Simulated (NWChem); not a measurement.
# CH5GeNS (SMILES C[S][Ge][NH2]): levels of theory compared

We compute a comparison of 4 runs (HF/STO-3G, HF/3-21G, B3LYP/6-31G*) of CH5GeNS. 

Program for the calculation: NWChem 7.3.0.

### 1 The molecule

CH5GeNS has 9 atoms, charge 0, and is taken as a singlet. SMILES: `C[S][Ge][NH2]`. The shape is that of a PBE0-D4/def2-TZVP optimisation. This is one conformer, not always the lowest.

Bond lengths: C1–S2 1.808 Å, S2–Ge3 2.246 Å, Ge3–N4 1.822 Å, C1–H5 1.091 Å, C1–H6 1.091 Å, C1–H7 1.090 Å, N4–H8 1.007 Å, N4–H9 1.007 Å. Some angles: C1–S2–Ge3 107.7°, S2–Ge3–N4 99.7°, S2–C1–H5 111.2°, S2–C1–H6 111.2°, S2–C1–H7 107.3°, Ge3–N4–H8 127.7°, Ge3–N4–H9 119.9°, H5–C1–H6 110.1°, H5–C1–H7 108.5°, H6–C1–H7 108.5°.

### 2 Energy and gradient at HF/STO-3G (run 1)

Contents of ch5gens.xyz:

```xyz
9
CH5GeNS
C     -0.261500     0.978600    -0.953300
S      1.489000     0.528300    -0.893600
Ge     1.734300    -1.052800     0.682500
N      0.005200    -1.204400     1.235300
H     -0.879600     0.122700    -1.228000
H     -0.595100     1.391300    -0.000200
H     -0.373300     1.745300    -1.719800
H     -0.796900    -0.698800     0.895300
H     -0.233500    -1.856600     1.965000
```

Contents of ch5gens.nw:

```
start ch5gens
title "CH5GeNS"
memory 2200 mb
charge 0
geometry noautosym nocenter noautoz
  load ch5gens.xyz
end
basis spherical bse
  * library STO-3G
end
scf
  thresh 1e-08
  maxiter 80
  print low
end
task scf gradient
```

Launch:

```console
$ nwchem ch5gens.nw > ch5gens.out
```

Output:

```text
[...]
  functions       =    42
[...]
  wavefunction    = RHF
[...]
         Total SCF energy =  -2539.003082466728
      One-electron energy =  -4231.328661811384
      Two-electron energy =   1355.171311378433
 Nuclear repulsion energy =    337.154267966223
        Time for solution =      3.4s
[...]
                         RHF ENERGY GRADIENTS
    atom               coordinates                        gradient
                 x          y          z           x          y          z
   1 C      -0.494163   1.849286  -1.801476   -0.011881   0.003896  -0.001187
   2 S       2.813802   0.998342  -1.688659   -0.000798   0.016250  -0.016595
   3 Ge      3.277352  -1.989504   1.289738    0.067635  -0.012401  -0.002709
   4 N       0.009827  -2.275986   2.334379   -0.081720  -0.008794   0.027784
   5 H      -1.662203   0.231869  -2.320584    0.002585  -0.006297  -0.002136
   6 H      -1.124576   2.629176  -0.000378    0.004351   0.001532   0.005424
   7 H      -0.705435   3.298139  -3.249951    0.002548   0.002723  -0.003432
   8 H      -1.505923  -1.320541   1.691872    0.010192  -0.002121  -0.000169
   9 H      -0.441251  -3.508465   3.713312    0.007086   0.005211  -0.006978
 Task  times  cpu:        5.2s     wall:        5.2s
[...]
```

Run time: 6 s. Hardware: 1 thread of Intel Xeon Platinum 8559C (Emerald Rapids), shared host; peak memory 0.096 GiB.

### 3 Energy and forces at HF/3-21G (run 2)

Contents of run.py:

```python
from ase import Atoms
from ase.calculators.nwchem import NWChem

mol = Atoms('CSGeNHHHHH', positions=[
    [-0.261500, 0.978600, -0.953300],
    [1.489000, 0.528300, -0.893600],
    [1.734300, -1.052800, 0.682500],
    [0.005200, -1.204400, 1.235300],
    [-0.879600, 0.122700, -1.228000],
    [-0.595100, 1.391300, -0.000200],
    [-0.373300, 1.745300, -1.719800],
    [-0.796900, -0.698800, 0.895300],
    [-0.233500, -1.856600, 1.965000],
])

calc = NWChem(
    label='calc',
    theory='scf',
    memory='2200 mb',
    basis='3-21G',
    basispar='spherical bse',
    scf={'nopen': '0', 'rhf': None, 'thresh': '1e-08', 'maxiter': '80'},
)
mol.calc = calc

forces = mol.get_forces()
print(f"energy = {mol.get_potential_energy():.6f} eV")
print("forces (eV/A):")
for s, f in zip(mol.symbols, forces):
    print(f"{s:2s} {f[0]:10.5f} {f[1]:10.5f} {f[2]:10.5f}")
print("dipole (e A):", mol.get_dipole_moment().round(4))
```

Launch:

```console
$ export ASE_NWCHEM_COMMAND="nwchem PREFIX.nwi > PREFIX.nwo"
$ python run.py
```

Output:

```text
energy = -69543.030061 eV
forces (eV/A):
C    -1.87973    0.66514   -0.25438
S     1.31054    0.36839   -0.68360
Ge   -0.73436   -0.98355    1.18353
N     0.78393    0.12892   -0.31244
H     0.20229    0.32334    0.10470
H     0.09600   -0.15015   -0.35245
H     0.01424   -0.27850    0.28534
H     0.20538   -0.21818    0.18059
H     0.00165    0.14460   -0.15134
dipole (e A): [-0.6697 -0.2441  0.4062]
```

The calculator wrote calc.nwi:

```
title "calc"

permanent_dir calc

scratch_dir calc

start calc

geometry units angstrom nocenter noautosym noautoz
  C  -2.6150000000000001e-01 9.7860000000000003e-01 -9.5330000000000004e-01
  S  1.4890000000000001e+00 5.2829999999999999e-01 -8.9359999999999995e-01
  Ge 1.7343000000000000e+00 -1.0528000000000000e+00 6.8250000000000000e-01
  N  5.1999999999999998e-03 -1.2043999999999999e+00 1.2353000000000001e+00
  H  -8.7960000000000005e-01 1.2270000000000000e-01 -1.2280000000000000e+00
  H  -5.9509999999999996e-01 1.3913000000000000e+00 -2.0000000000000001e-04
  H  -3.7330000000000002e-01 1.7453000000000001e+00 -1.7198000000000000e+00
  H  -7.9690000000000005e-01 -6.9879999999999998e-01 8.9529999999999998e-01
  H  -2.3350000000000001e-01 -1.8566000000000000e+00 1.9650000000000001e+00
end

memory 2200 mb

basis spherical bse noprint
   * library 3-21G
end

scf
  nopen 0
  rhf
  thresh 1e-08
  maxiter 80
end

task scf gradient
```

calc.nwo, shortened:

```text
[...]
      One-electron energy =  -4232.039017911630
[... 1 line left out ...]
 Nuclear repulsion energy =    337.154267966223
[... 51 lines left out ...]
                       ROHF Final Molecular Orbital Analysis
[... 224 lines left out ...]
     1   1 0 0     -1.265559      0.000000    141.560508
[...]
  wavefunction    =   RHF
                         RHF ENERGY GRADIENTS
    atom               coordinates                        gradient
                 x          y          z           x          y          z
   1 C      -0.494163   1.849286  -1.801476    0.036555  -0.012935   0.004947
   2 S       2.813802   0.998342  -1.688659   -0.025486  -0.007164   0.013294
   3 Ge      3.277352  -1.989504   1.289738    0.014281   0.019127  -0.023016
[... 5 lines of this table left out ...]
   9 H      -0.441251  -3.508465   3.713312   -0.000032  -0.002812   0.002943
[...]
```

It took 7.8 s on 1 thread of Intel Xeon Platinum 8559C (Emerald Rapids), shared host; peak memory 0.097 GiB.

### 4 Energy and forces at B3LYP/6-31G(d) (spherical functions) (run 3)

Contents of ch5gens.nw:

```
start ch5gens
title "CH5GeNS"
memory 2200 mb

geometry units au noautosym nocenter noautoz
   C     -0.49416338     1.84928599    -1.80147591
   S      2.81380220     0.99834231    -1.68865926
   Ge     3.27735202    -1.98950366     1.28973808
   N      0.00982658    -2.27598614     2.33437868
   H     -1.66220310     0.23186940    -2.32058368
   H     -1.12457602     2.62917596    -0.00037795
   H     -0.70543476     3.29813901    -3.24995099
   H     -1.50592275    -1.32054062     1.69187180
   H     -0.44125105    -3.50846552     3.71331183
end

basis spherical bse
   * library 6-31G*
end

dft
   xc b3lyp
   grid xfine
   convergence energy 1e-08
   iterations 100
   mulliken
   noprint "final vectors analysis"
end

task dft gradient
```

Launch:

```console
$ nwchem ch5gens.nw > ch5gens.out
```

Output:

```text
[...]
          Wavefunction type:  closed shell.
          No. of atoms     :     9
          No. of electrons :    66
[...]
          Charge           :     0
          Spin multiplicity:     1
[...]
          AO basis - number of functions:    88
[...]
              XC Information
              --------------
                         B3LYP Method XC Potential
                     Hartree-Fock (Exact) Exchange  0.200
                        Slater Exchange Functional  0.800 local
                    Becke 1988 Exchange Functional  0.720 non-local
              Lee-Yang-Parr Correlation Functional  0.810
                  VWN I RPA Correlation Functional  0.190 local
[...]
 d= 0,ls=0.0,diis     1  -2570.7953031014 -2.91D+03  1.24D-02  4.71D-01     4.8
[...]
 d= 0,ls=0.0,diis    10  -2570.8545158531 -2.98D-09  6.56D-07  3.79D-09    38.4
         Total DFT energy =    -2570.854515853149
      One electron energy =    -4245.465258160606
           Coulomb energy =     1456.485261760385
    Exchange-Corr. energy =     -119.028763440734
 Nuclear repulsion energy =      337.154243987806
[...]
      Total Density - Mulliken Population Analysis
     ---------------------------------------------
    Atom       Charge   Shell Charges
 -----------   ------   -------------------------------------------------------
    1 C    6     6.60   2.00  0.67  2.10  0.70  1.09  0.04
    2 S   16    16.06   2.00  2.00  5.97  1.36  3.03  0.48  1.18  0.05
    3 Ge  32    31.78   2.00  2.00  6.00  2.00  5.99  1.57  1.54  0.31  0.23  6.85  2.94  0.35
    4 N    7     7.78   2.00  0.78  2.51  0.83  1.65  0.02
    5 H    1     0.82   0.53  0.29
    6 H    1     0.82   0.53  0.29
    7 H    1     0.81   0.52  0.28
    8 H    1     0.67   0.51  0.16
    9 H    1     0.66   0.50  0.16
[...]
  wavefunction    = closed shell
                         DFT ENERGY GRADIENTS
    atom               coordinates                        gradient
                 x          y          z           x          y          z
   1 C      -0.494163   1.849286  -1.801476    0.006633  -0.002331   0.000910
   2 S       2.813802   0.998342  -1.688659   -0.010672  -0.003598   0.006178
   3 Ge      3.277352  -1.989504   1.289738   -0.010320   0.006066  -0.003898
   4 N       0.009827  -2.275986   2.334379    0.003896  -0.000097  -0.000806
   5 H      -1.662203   0.231869  -2.320584    0.002189   0.001117   0.000414
   6 H      -1.124576   2.629176  -0.000378    0.001736  -0.000896  -0.001553
   7 H      -0.705435   3.298139  -3.249951    0.001191  -0.001544   0.001311
   8 H      -1.505923  -1.320541   1.691872    0.004355  -0.002306   0.001359
   9 H      -0.441251  -3.508466   3.713312    0.000993   0.003589  -0.003916
[...]
```

Wall time 56 s (1 thread of Intel Xeon Platinum 8559C (Emerald Rapids), shared host); peak memory 0.15 GiB.

### 5 Energy and gradient at B3LYP/6-31G(d) (Cartesian functions) (run 4)

Contents of run.py:

```python
from ase import Atoms
from ase.calculators.nwchem import NWChem

system = Atoms(['C', 'S', 'Ge', 'N', 'H', 'H', 'H', 'H', 'H'], positions=[
    [-0.261500, 0.978600, -0.953300],
    [1.489000, 0.528300, -0.893600],
    [1.734300, -1.052800, 0.682500],
    [0.005200, -1.204400, 1.235300],
    [-0.879600, 0.122700, -1.228000],
    [-0.595100, 1.391300, -0.000200],
    [-0.373300, 1.745300, -1.719800],
    [-0.796900, -0.698800, 0.895300],
    [-0.233500, -1.856600, 1.965000],
])

calc = NWChem(
    label='m1',
    theory='dft',
    memory='2200 mb',
    basis='6-31G*',
    dft={'xc': 'b3lyp', 'mult': '1', 'grid': 'fine', 'convergence': 'energy 1e-08', 'iterations': '100', 'mulliken': None},
)
system.calc = calc

forces = system.get_forces()
print(f"energy = {system.get_potential_energy():.6f} eV")
print("forces (eV/A):")
for s, f in zip(system.symbols, forces):
    print(f"{s:2s} {f[0]:10.5f} {f[1]:10.5f} {f[2]:10.5f}")
print("dipole (e A):", system.get_dipole_moment().round(4))
```

Launch:

```console
$ export ASE_NWCHEM_COMMAND="nwchem PREFIX.nwi > PREFIX.nwo"
$ python run.py
```

Output:

```text
energy = -69956.788749 eV
forces (eV/A):
C    -0.34648    0.12110   -0.04679
S     0.55268    0.19417   -0.32802
Ge    0.52636   -0.32123    0.21104
N    -0.18455    0.00365    0.03929
H    -0.11092   -0.05404   -0.02134
H    -0.08845    0.04577    0.07616
H    -0.06212    0.07672   -0.06448
H    -0.22795    0.11549   -0.06582
H    -0.05852   -0.18152    0.19993
dipole (e A): [-0.6265 -0.089   0.2362]
```

The calculator wrote m1.nwi:

```
title "m1"

permanent_dir m1

scratch_dir m1

start m1

geometry units angstrom nocenter noautosym noautoz
  C  -2.6150000000000001e-01 9.7860000000000003e-01 -9.5330000000000004e-01
  S  1.4890000000000001e+00 5.2829999999999999e-01 -8.9359999999999995e-01
  Ge 1.7343000000000000e+00 -1.0528000000000000e+00 6.8250000000000000e-01
  N  5.1999999999999998e-03 -1.2043999999999999e+00 1.2353000000000001e+00
  H  -8.7960000000000005e-01 1.2270000000000000e-01 -1.2280000000000000e+00
  H  -5.9509999999999996e-01 1.3913000000000000e+00 -2.0000000000000001e-04
  H  -3.7330000000000002e-01 1.7453000000000001e+00 -1.7198000000000000e+00
  H  -7.9690000000000005e-01 -6.9879999999999998e-01 8.9529999999999998e-01
  H  -2.3350000000000001e-01 -1.8566000000000000e+00 1.9650000000000001e+00
end

memory 2200 mb

basis noprint
   * library 6-31G*
end

dft
  xc b3lyp
  mult 1
  grid fine
  convergence energy 1e-08
  iterations 100
  mulliken
end

task dft gradient
```

m1.nwo, shortened:

```text
[...]
         Total DFT energy =    -2570.864589066661
[...]
  wavefunction    = closed shell
                         DFT ENERGY GRADIENTS
    atom               coordinates                        gradient
                 x          y          z           x          y          z
   1 C      -0.494163   1.849286  -1.801476    0.006738  -0.002355   0.000910
   2 S       2.813802   0.998342  -1.688659   -0.010748  -0.003776   0.006379
   3 Ge      3.277352  -1.989504   1.289738   -0.010236   0.006247  -0.004104
[... 5 lines of this table left out ...]
   9 H      -0.441251  -3.508465   3.713312    0.001138   0.003530  -0.003888
[...]
```

Run time: 40 s. Hardware: 1 thread of Intel Xeon Platinum 8559C (Emerald Rapids), shared host; peak memory 0.12 GiB.

### 6 All runs side by side

| run | level | iteration cap | module | energy (Eh) | largest force (eV/Å) | wall time |
| --- | --- | --- | --- | --- | --- | --- |
| 1 | HF/STO-3G | 80 | scf | -2539.003082 | 4.461 | 6 s |
| 2 | HF/3-21G | 80 | scf | -2555.659238 | 2.010 | 7.8 s |
| 3 | B3LYP/6-31G* (spherical functions) | 100 | dft | -2570.854516 | 0.661 | 56 s |
| 4 | B3LYP/6-31G* (Cartesian functions) | 100 | dft | -2570.864589 | 0.671 | 40 s |

### 7 Summary of results

```
                       quantity           value
            run 4: total energy  -2570.86459 Eh
           run 4: dipole moment          3.24 D
             run 4: HOMO energy        -6.43 eV
             run 4: LUMO energy        -1.37 eV
           run 4: HOMO–LUMO gap         5.05 eV
run 4: largest force on an atom      0.671 eV/Å
```

**Reading.** Over runs 2, 3, 4 the dipole moment (its size) runs from 3.24 D (B3LYP/6-31G*) to 3.94 D (HF/3-21G). The two ends differ in method and basis. In run 1 the basis is minimal, so the values are rough. All runs together took 1.8 min, the longest 56 s.
